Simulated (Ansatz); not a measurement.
# NaLaMnMoO6 (P-1) in Ansatz: band structure with r2SCAN

Aim: the band structure of NaLaMnMoO6 with r2SCAN.

Program: Ansatz 0.2.0. These are calculated values, not measurements. Logs are shortened: lines on timing, memory, paths and dates and some standing lists are left out, and cuts for length are marked.

**1. The crystal as given**

The typed cell holds 20 atoms: a = 5.405 Å, b = 5.405 Å, c = 8.221 Å, α = 90.22°, β = 89.77°, γ = 89.19°.

The cell was built by a generator and needn't be a form met in nature.

**2. Band structure, r2SCAN, collinear spin, ferromagnetic start**

Input file input.yaml:

```yaml
crystal:
  lattice:
    - [5.40523, 0.00142, 0.00146]
    - [0.07459, 5.4046, -0.01175]
    - [0.03041, -0.01433, 8.22075]
  atoms:
    - { symbol: Na, position: [0.50619, 0.50653, 0.24999] }
    - { symbol: Na, position: [0.49381, 0.49347, 0.75001] }
    - { symbol: La, position: [0.01207, 0.01233, 0.25001] }
    - { symbol: La, position: [0.98793, 0.98767, 0.74999] }
    - { symbol: Mn, position: [0.5, 0.0, 0.0], spin: 4.0 }
    - { symbol: Mn, position: [0.0, 0.5, 0.5], spin: 4.0 }
    - { symbol: Mo, position: [0.0, 0.5, 0.0], spin: 1.0 }
    - { symbol: Mo, position: [0.5, 0.0, 0.5], spin: 1.0 }
    - { symbol: O, position: [0.94778, 0.54274, 0.23246] }
    - { symbol: O, position: [0.05222, 0.45726, 0.76754] }
    - { symbol: O, position: [0.28121, 0.28009, 0.0483] }
    - { symbol: O, position: [0.71879, 0.71991, 0.9517] }
    - { symbol: O, position: [0.20507, 0.79908, 0.99952] }
    - { symbol: O, position: [0.79493, 0.20092, 0.00048] }
    - { symbol: O, position: [0.45652, 0.05176, 0.73248] }
    - { symbol: O, position: [0.54348, 0.94824, 0.26752] }
    - { symbol: O, position: [0.20097, 0.79487, 0.49902] }
    - { symbol: O, position: [0.79903, 0.20513, 0.50098] }
    - { symbol: O, position: [0.28007, 0.28119, 0.45169] }
    - { symbol: O, position: [0.71993, 0.71881, 0.54831] }
hamiltonian:
  xc: r2scan
  pseudopotentials: { kind: paw }
magnetization:
  spin_polarized: true
kpoints:
  mp_grid: { grid: [5, 5, 4] }
  band_path:
    path:
      - [[0.0, 0.0, 0.0], [-0.4930572629, 0.4930572629, -0.5029574428], [-0.4943458241, 0.4943458241, -0.4999312018], [-0.4917687018, 0.4917687018, 0.4940163162], [0.0, 0.0, 0.5], [0.5, 0.5, 0.5], [0.4943458241, 0.5056541759, 0.4999312018]]
      - [[0.4917687018, 0.5082312982, -0.4940163162], [0.4930572629, 0.5069427371, -0.4970425572], [0.5, 0.5, 0.0], [0.0, 0.0, 0.0], [0.0, 0.5, -0.5]]
      - [[0.0, 0.5, 0.0], [0.0, 0.0, 0.0]]
    npoints: 10
scf:
  occupations: { method: fermi_dirac, width: 0.05 }
  n_extra_bands: 50
output:
  forces: true
  stress: true
  eigenvalues: true
  fatbands: false
```

Potentials or basis: Ansatz PAW.

On the command line:

```bash
$ ansatz run input.yaml --threads 8 --pin off --max-ram 20480MiB --backend cpu --events-out ev --progress --plain --runs-dir out
```

Output:

```text
Warning: RAYON_NUM_THREADS=8 ignored (pool sized by the plan → 8); use --threads N
scf.n_extra_bands = 50 over 85 filled bands (N_el = 170.0): the run solves 135 bands
Engine: ansatz 0.2.0, aarch64-unknown-linux-gnu
Pseudopotentials: kind: paw
Pseudopotential: Na, paw, valence charge 9, recommended cutoff 500 eV (meta_gga), Na.paw.azcp
Pseudopotential: La, paw, valence charge 11, recommended cutoff 500 eV (meta_gga), La.paw.azcp
Pseudopotential: Mn, paw, valence charge 15, recommended cutoff 500 eV (meta_gga), Mn.paw.azcp
Pseudopotential: Mo, paw, valence charge 14, recommended cutoff 500 eV (meta_gga), Mo.paw.azcp
Pseudopotential: O, paw, valence charge 6, recommended cutoff 500 eV (meta_gga), O.paw.azcp
Functional definition: r2SCAN
  parameter k0 = 0.174
  parameter k1 = 0.065
  parameter a1 = 4.9479
  exchange = r2scan_x(k0 = k0, k1 = k1, a1 = a1)
  correlation = r2scan_c
Crystal: 20 atoms, lattice volume = 240.152 Å³
Basis set: ecut = 500 eV, 6071 PW (Γ), exchange–correlation on 160×160×240 points (64 copies of the dense FFT grid, shifted against one another)
Bands: 135, of which v1, the nominal top of the filled ones, is band 85 counted from 1 (84 counted from 0)
Symmetry: 2 space group operations
Space group: P-1 (ITA 2), of the structure as read, at distance tolerance 6.2e-5 Å
Magnetic group: BNS 2.4 (UNI 4), of the structure as read, at distance tolerance 6.2e-5 Å
k-points: 51 of 100
Non-local potential: Na, projectors of the file, l = 0: 3, l = 1: 2, l = 2: 1
Non-local potential: La, projectors of the file, l = 0: 3, l = 1: 2, l = 2: 2, l = 3: 3
Non-local potential: Mn, projectors of the file, l = 0: 3, l = 1: 2, l = 2: 3, l = 3: 1
Non-local potential: Mo, projectors of the file, l = 0: 3, l = 1: 2, l = 2: 2, l = 3: 1
Non-local potential: O, projectors of the file, l = 0: 2, l = 1: 2, l = 2: 1
PAW form: soft (Blöchl's): semilocal exchange-correlation on the pseudo side does not see the compensation charge
PAW frozen core: Na, regenerated for the run's functional (the file was generated under x = pbe(κ = 0.804, μ = 0.2195149727645171), c = pbe(β = 0.06672455060314922))
PAW frozen core: La, regenerated for the run's functional (the file was generated under x = pbe(κ = 0.804, μ = 0.2195149727645171), c = pbe(β = 0.06672455060314922))
[... 51 lines left out ...]
Free energy (F): -40092.401279 eV
Harris-Foulkes:  -40092.401279 eV  (|F-HF|=2.55e-9)
Internal energy: -40092.347331 eV  (E = F + TS)
E sigma→0 (E₀):  -40092.374305 eV
Entropy (-TS):   -0.053947 eV (-2.697 meV/atom)
Fermi energy:    11.685619 eV
--- Per-component energies (eV) ---
  E_band       = -1397.866386
  E_kinetic    = 4212.217653
  E_local      = -13605.944694  (includes V_loc(G=0)·N_el)
  E_nonlocal   = 1764.987418
  E_hartree    = 5096.450973
  E_xc         = -1794.819488
  E_vxc        = -2532.570672  (∫ρ·V_xc dr)
  E_paw        = -22386.327087  (= ΣΔE_a)
  E_vpaw       = -1592.158147  (= ΣTr[D̂ρ^β])
  E_aug_tail   = 0.012312  (compensation charges beyond the density's cutoff)
  E_vtau       = 162.696833  (kinetic-family band-sum trace: ∫τ·v_τ [+ j·A + Jᵃ·Aᵃ] dr)
  E_ewald      = -13377.617124
  E_core_change = -1.307294  (= ΣΔE_core)
  E_smearing   = -0.053947  (= −TS)
  E_closure    = 0.000000  (closes the sum)
  Σ components = -40092.401279   (vs F -40092.401279, Δ=0.00e0)
--- Forces (eV/Å), atoms counted from 1 ---
  atom   1  Na    -0.00340708    -0.00341894     0.00000407
  atom   2  Na     0.00340708     0.00341894    -0.00000407
  atom   3  La     0.02820032     0.02624660     0.00010647
  atom   4  La    -0.02820032    -0.02624660    -0.00010647
  atom   5  Mn     0.00000000     0.00000000     0.00000000
  atom   6  Mn     0.00000000     0.00000000     0.00000000
[... 12 lines left out ...]
  atom  19  O      0.23048510    -0.27728430    -0.03527170
  atom  20  O     -0.23048510     0.27728430     0.03527170
  max |Σ_I F_I| component: 0.00e0 eV/Å
--- Stress (GPa, compression-positive) ---
       -2.042269      -0.009475      -0.088552
       -0.009478      -2.041753       0.086352
       -0.088548       0.086347      -3.542435
  P = ⅓ Tr σ = -2.5422 GPa (-25.422 kbar)
--- Band table (eV; the first three rows and the last of 102) ---
  k-point 0 ↑: bands = ["-73.9369", "-73.9368", "-53.6042", "-53.6006", "-42.2961", "-42.2959", "-41.4225", "-41.4222", "-41.4008", "-41.4007", "-41.3824", "-41.3824", "-27.0255", "-27.0210", "-26.9609", "-26.9584", "-26.8512", "-26.8469", "-21.9960", "-21.9468", "-12.7692", "-12.7684", "-12.7406", "-12.7215", "-12.7033", "-12.6997", "-9.8338", "-9.3627", "-8.7224", "-8.6323", "-8.5511", "-8.5389", "-8.4924", "-8.3913", "-8.1526", "-7.9643", "-7.9346", "-7.8233", "-5.4846", "-5.1711", "-5.1675", "-4.9947", "-4.8070", "-4.6611", "3.4453", "3.7195", "3.9026", "3.9733", "4.0835", "4.6145", "4.7034", "4.8957", "4.9955", "5.0945", "5.3195", "5.7301", "5.8246", "6.0478", "6.1581", "6.3619", "6.3853", "6.4135", "6.7284", "6.9208", "7.0319", "7.3987", "7.5041", "7.6700", "7.7242", "7.8294", "7.8315", "7.9434", "8.1416", "8.2284", "8.2916", "8.3035", "8.4409", "8.4732", "8.5632", "8.5796", "8.6024", "8.6723", "8.8386", "9.0043", "9.4579", "9.4693", "9.7905", "10.3748", "10.9494", "11.0278", "12.4902", "12.5204", "12.6635", "12.7132", "12.7744", "13.0029", "14.3753", "14.4010", "14.4049", "14.4655", "14.4864", "14.4873", "14.4884", "14.5297", "14.5390", "14.5644", "14.5683", "14.6256", "14.7690", "14.8219", "15.2814", "15.6319", "15.8712", "15.9617", "16.0690", "16.2592", "16.7163", "16.7321", "16.8281", "17.0104", "17.2754", "17.5247", "17.6375", "17.6568", "18.6212", "19.2752", "19.8313", "20.4097", "21.3221", "21.5646", "21.7205", "22.2188", "22.2674", "23.0091", "23.1138"]
  k-point 1 ↑: bands = ["-73.9369", "-73.9368", "-53.6042", "-53.6006", "-42.2960", "-42.2960", "-41.4225", "-41.4222", "-41.4008", "-41.4007", "-41.3824", "-41.3824", "-27.0255", "-27.0211", "-26.9609", "-26.9584", "-26.8512", "-26.8469", "-21.9888", "-21.9540", "-12.7691", "-12.7685", "-12.7378", "-12.7243", "-12.7027", "-12.7002", "-9.7652", "-9.4276", "-8.6855", "-8.6261", "-8.5561", "-8.5330", "-8.5227", "-8.4314", "-8.1188", "-7.9784", "-7.9355", "-7.8584", "-5.3811", "-5.1437", "-5.0860", "-5.0187", "-4.9021", "-4.7278", "3.5173", "3.7072", "3.9166", "3.9950", "4.1468", "4.6310", "4.7882", "4.9168", "5.0295", "5.1190", "5.2530", "5.5452", "5.8771", "6.0900", "6.1880", "6.3204", "6.4151", "6.5421", "6.8022", "6.8618", "7.0305", "7.2262", "7.4210", "7.5015", "7.5518", "7.7658", "7.8458", "7.9838", "7.9864", "8.2333", "8.2534", "8.2636", "8.3658", "8.4501", "8.4906", "8.5142", "8.5279", "8.5862", "9.0586", "9.1047", "9.4455", "9.4828", "10.2886", "10.6166", "10.9409", "11.0194", "12.5096", "12.5361", "12.6384", "12.7270", "12.7336", "12.9334", "14.3852", "14.4111", "14.4244", "14.4559", "14.4733", "14.4938", "14.4996", "14.5108", "14.5422", "14.5466", "14.5583", "14.5843", "14.7707", "14.8058", "15.4113", "15.6425", "15.9208", "15.9632", "16.2892", "16.3498", "16.6180", "16.8090", "16.8755", "17.0863", "17.2070", "17.3637", "17.6359", "17.6381", "18.2810", "18.4408", "20.4200", "20.7092", "21.4193", "21.4989", "21.6126", "22.1583", "22.4019", "23.0004", "23.1308"]
  k-point 2 ↑: bands = ["-73.9369", "-73.9368", "-53.6042", "-53.6006", "-42.2960", "-42.2960", "-41.4225", "-41.4222", "-41.4008", "-41.4007", "-41.3824", "-41.3824", "-27.0254", "-27.0211", "-26.9609", "-26.9585", "-26.8512", "-26.8469", "-21.9715", "-21.9715", "-12.7688", "-12.7688", "-12.7311", "-12.7311", "-12.7014", "-12.7014", "-9.5959", "-9.5957", "-8.6081", "-8.6048", "-8.5796", "-8.5793", "-8.5036", "-8.5034", "-8.0386", "-8.0360", "-7.9174", "-7.9148", "-5.1410", "-5.1403", "-5.0787", "-5.0771", "-4.8983", "-4.8979", "3.6428", "3.6429", "3.9588", "3.9589", "4.3822", "4.3825", "5.0004", "5.0020", "5.1227", "5.1250", "5.2824", "5.2847", "6.0452", "6.0459", "6.1742", "6.1748", "6.4240", "6.4247", "6.9895", "6.9899", "7.0639", "7.0646", "7.3132", "7.3137", "7.5332", "7.5332", "7.7963", "7.7966", "8.1104", "8.1104", "8.2795", "8.2809", "8.3711", "8.3718", "8.4736", "8.4744", "8.5439", "8.5450", "9.2405", "9.2414", "9.4135", "9.4147", "10.7730", "10.7736", "10.9442", "10.9463", "12.5491", "12.5506", "12.6387", "12.6414", "12.8081", "12.8087", "14.4218", "14.4221", "14.4361", "14.4364", "14.4687", "14.4692", "14.5138", "14.5139", "14.5282", "14.5283", "14.5527", "14.5530", "14.7816", "14.7817", "15.5908", "15.5919", "15.9901", "15.9909", "16.4632", "16.4644", "16.7197", "16.7234", "16.9571", "16.9597", "17.4369", "17.4408", "17.6210", "17.6237", "17.7242", "17.7272", "20.9344", "20.9352", "21.2449", "21.2454", "21.9369", "21.9391", "22.7125", "22.7139", "23.2475"]
  k-point 50 ↓: bands = ["-68.5029", "-68.5017", "-53.9052", "-53.9042", "-42.2964", "-42.2963", "-36.2914", "-36.2899", "-36.2449", "-36.2437", "-35.4832", "-35.4826", "-27.3411", "-27.3403", "-27.2821", "-27.2812", "-27.2154", "-27.2146", "-21.9870", "-21.9582", "-12.7735", "-12.7708", "-12.7355", "-12.7243", "-12.7087", "-12.7024", "-9.4169", "-9.3680", "-8.9296", "-8.8084", "-8.6318", "-8.5647", "-8.3645", "-8.2957", "-8.1085", "-8.0237", "-7.9296", "-7.8253", "-5.1448", "-5.0868", "-4.8971", "-4.7627", "-4.6584", "-4.6094", "3.8393", "3.9280", "4.6122", "4.6717", "4.7283", "4.8472", "5.0146", "5.2758", "5.3803", "5.3961", "5.6087", "5.7030", "5.8678", "5.9811", "6.1710", "6.2451", "6.4764", "6.5249", "6.5590", "6.9286", "6.9959", "7.0766", "7.3675", "7.3879", "7.6704", "7.7125", "7.8749", "7.9205", "8.0056", "8.0939", "8.2039", "8.3069", "8.4116", "8.5134", "8.7317", "8.7355", "11.4696", "11.9360", "12.0265", "12.0961", "12.2188", "12.4008", "13.7118", "13.7671", "13.7726", "13.8316", "13.9392", "13.9649", "14.3271", "14.3555", "14.3925", "14.3996", "14.4455", "14.4757", "14.4989", "14.5094", "14.5143", "14.5390", "14.5735", "14.6015", "14.6525", "14.7042", "14.7522", "14.7962", "15.0198", "15.1836", "15.6799", "16.1242", "16.1654", "16.4634", "16.7587", "16.9730", "17.0116", "17.1048", "17.3804", "17.4020", "17.6463", "17.8110", "17.8818", "18.0420", "18.7242", "19.1306", "19.8206", "20.5887", "20.7946", "21.7365", "22.0028", "22.3672", "22.7070", "23.0136", "23.7247"]
```

It took 3.5 min on 8 threads of Arm Neoverse V1, shared host; peak memory 5 GiB.

Results:

| Quantity | Value |
| --- | --- |
| Free energy | -40092.4013 eV |
| Pressure | -2.5 GPa |
| Largest force | 0.363 eV/Å |
| Band gap on the k mesh | none (metal or under the smearing width) |
| Net moment | 7.33 μB per cell |
| Absolute moment | 9.19 μB per cell |
| Site moments | Na -0.00; La -0.01; Mn +3.35; Mo -0.20, -0.21; O +0.06, +0.01 μB |

Forces on the atoms (eV/Å):
```
Na  -0.003 -0.003  0.000
Na   0.003  0.003  0.000
La   0.028  0.026  0.000
La  -0.028 -0.026  0.000
Mn   0.000  0.000  0.000
Mn   0.000  0.000  0.000
Mo   0.000  0.000  0.000
Mo   0.000  0.000  0.000
O    0.047 -0.056 -0.303
O   -0.047  0.056  0.303
O   -0.275  0.235  0.035
O    0.275 -0.235 -0.035
O   -0.207 -0.147  0.010
O    0.207  0.147 -0.010
O    0.057 -0.047 -0.301
O   -0.057  0.047  0.301
O    0.148  0.203  0.009
O   -0.148 -0.203 -0.009
O    0.230 -0.277 -0.035
O   -0.230  0.277  0.035
```

Stress tensor (GPa, compression positive):
```
-2.04 -0.01 -0.09
-0.01 -2.04  0.09
-0.09  0.09 -3.54
```

Levels at the corners of the path, in eV from the Fermi level:
Spin up:
```csv
point,band 88,band 89,band 90,band 91,band 92,band 93
Γ,-1.31,-0.74,-0.66,0.80,0.83,0.98
Y,-1.09,-0.05,-0.04,0.84,0.84,0.98
F,-1.09,-0.05,-0.04,0.84,0.84,0.98
H,-1.09,-0.05,-0.04,0.84,0.84,0.98
Z,-0.91,-0.74,-0.74,0.86,0.87,0.95
I,-1.09,-0.05,-0.05,0.84,0.84,0.99
F1,-1.09,-0.05,-0.04,0.84,0.84,0.98
H1,-1.09,-0.05,-0.04,0.84,0.84,0.98
Y1,-1.09,-0.05,-0.04,0.84,0.84,0.98
X,-1.50,-0.04,0.06,0.70,0.88,0.93
Γ,-1.31,-0.74,-0.66,0.80,0.83,0.98
N,-0.72,0.56,0.66,0.72,0.74,0.81
M,-1.43,0.66,0.75,0.79,0.81,0.83
Γ,-1.31,-0.74,-0.66,0.80,0.83,0.98
```
Spin down:
| point | band 79 | band 80 | band 81 | band 82 | band 83 | band 84 |
| --- | --- | --- | --- | --- | --- | --- |
| Γ | -2.96 | -2.95 | -0.61 | -0.55 | -0.42 | -0.14 |
| Y | -3.19 | -3.18 | 0.00 | 0.01 | 0.44 | 0.45 |
| F | -3.19 | -3.18 | 0.00 | 0.01 | 0.45 | 0.45 |
| H | -3.19 | -3.18 | 0.00 | 0.02 | 0.44 | 0.46 |
| Z | -2.94 | -2.94 | -0.58 | -0.58 | 0.15 | 0.15 |
| I | -3.19 | -3.19 | 0.01 | 0.01 | 0.45 | 0.45 |
| F1 | -3.19 | -3.18 | 0.00 | 0.01 | 0.45 | 0.45 |
| H1 | -3.19 | -3.18 | 0.00 | 0.02 | 0.44 | 0.46 |
| Y1 | -3.19 | -3.18 | 0.00 | 0.01 | 0.44 | 0.45 |
| X | -3.02 | -2.87 | -0.64 | -0.16 | 0.47 | 0.58 |
| Γ | -2.96 | -2.95 | -0.61 | -0.55 | -0.42 | -0.14 |
| N | -3.05 | -2.90 | 0.13 | 0.17 | 0.26 | 0.35 |
| M | -2.89 | -2.88 | 0.16 | 0.18 | 0.22 | 0.30 |
| Γ | -2.96 | -2.95 | -0.61 | -0.55 | -0.42 | -0.14 |

Caveat: the magnetic or orbital state may not be the lowest; spin-orbit coupling is left out, which moves the levels of the heavy elements; semilocal functionals often make such compounds metallic where correlation or magnetic order opens a gap, which also shifts bond lengths; only a ferromagnetic start was run, and an antiferromagnetic order may lie lower in energy; the PAW data sets come from PBE, with cores solved anew for the run's functional, which leaves a small shift of forces and pressure; the starting moments weren't kept. With open d or f shells a metallic result of r2SCAN can be an artefact of self-interaction; +U or a hybrid may open a gap.
